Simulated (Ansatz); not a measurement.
# GaBHCl (triplet): the correlation ladder at distance Ga2–Cl3 = 3.369 Å, cc-pVDZ

One table from this session's results is given with a row withheld; the runs are named, their logs left out.

Program: Ansatz 0.2.0, Gaussian basis. Level of theory: cc-pVDZ, core rule «outside noble gas», up to 20 orbitals frozen. These are calculated values, not measurements.

The runs, in order: UHF; CCSD(T) on ROHF; CCSD(T) on UHF; BCCD(T) on ROHF; CISD; CCSDT(Q) on ROHF; CCSDT(Q) on UHF; CASSCF and MRCISD+Q, 4 electrons in 4 orbitals; CASSCF and NEVPT2, 4 electrons in 4 orbitals.

40 further runs of the same task are left out: 1 for a known fault of the program, 34 that didn't finish, 5 set aside as unsound or not needed.

## The system

The geometry derives from a PBE0/def2-TZVP stationary point (not a proven minimum). One bond is set to the value named and the two fragments are kept rigid. No spin-orbit coupling is included. The filled d shell of Ga may be among the frozen orbitals whatever the setting's name suggests; the logs give the count.

4 atoms, charge 0, spin multiplicity 3.

Atoms are counted from 1 here; the program's logs count them from 0.

Bond lengths: B1–Ga2 1.909 Å, B1–H4 1.183 Å. Angles: Ga2–B1–H4 148.6°.

As a file:

```xyz
4
BClGaH
B     0.0000   -0.2374    1.4861
Ga    0.0000    0.2036   -0.3708
Cl    0.0000   -0.0954   -3.7265
H     0.0000    0.1292    2.6113
```

Set-up of the first run:

The input, in.yaml:

```yaml
crystal:
  periodic: [false, false, false]
  atoms:
    - {symbol: B, position_ang: [0.000000, -0.237353, 1.486099]}
    - {symbol: Ga, position_ang: [0.000000, 0.203602, -0.370841]}
    - {symbol: Cl, position_ang: [0.000000, -0.095438, -3.726543]}
    - {symbol: H, position_ang: [0.000000, 0.129188, 2.611286]}
basis:
  gaussian: {orbitals: cc-pVDZ}
magnetization: {spin_polarized: true, initial_magnetization: 2}
hamiltonian: {xc: hf}
output: {orbitals: {seedname: orbitals}}
```

On the command line:

```sh
$ ansatz run in.yaml --threads 1 --pin off --events-out ev --progress --plain --max-ram 2393MiB
```

Among the steps run: UHF; CCSD(T) on ROHF; CCSD(T) on UHF; BCCD(T) on ROHF; CISD; CCSDT(Q) on ROHF; CCSDT(Q) on UHF; CASSCF and MRCISD+Q, 4 electrons in 4 orbitals; CASSCF and NEVPT2, 4 electrons in 4 orbitals.

One table of the session follows, with a row left open; its other results are not shown here.

| method | from RCCSDT(Q) (kJ/mol) |
| --- | --- |
| ROHF | +789.5 |
| UHF | +735.3 |
| RMP2 | +156.0 |
| UMP2 | +173.3 |
| RCCSD | +45.2 |
| UCCSD | +42.3 |
| RCCSD(T) | +10.7 |
| UCCSD(T) | +20.8 |
| BCCD(T) | +15.1 |
| RCCSDT | +5.8 |
| UCCSDT | +6.6 |
| RCCSDT(Q) | 0 |
| UCCSDT(Q) | +1.6 |
| CASSCF pair | +723.8 |
| NEVPT2 pair | ? |
| MRCISD pair | +95.1 |
| MRCISD+Q pair | +16.1 |

Q: Estimate the row for NEVPT2 pair from the others.

**Answer.** from RCCSDT(Q) (kJ/mol): +122.8. In the column «from RCCSDT(Q) (kJ/mol)» it lies between MRCISD pair (+95.1) and RMP2 (+156.0).

Not comparable, so not listed: CISD (they don't share determinant, frozen orbitals or solution with the rows shown, or repeat one).

To keep in mind: The determinant is far from a pure spin state, so its energy mixes those of several spin states (harmless only where they are near-degenerate, as at dissociation). Warnings: spin contamination; large T1 diagnostic. Restricted and unrestricted rows rest on different reference determinants; where their highest levels disagree by more than a few hundredths of an eV, they describe different states and don't form one ladder.
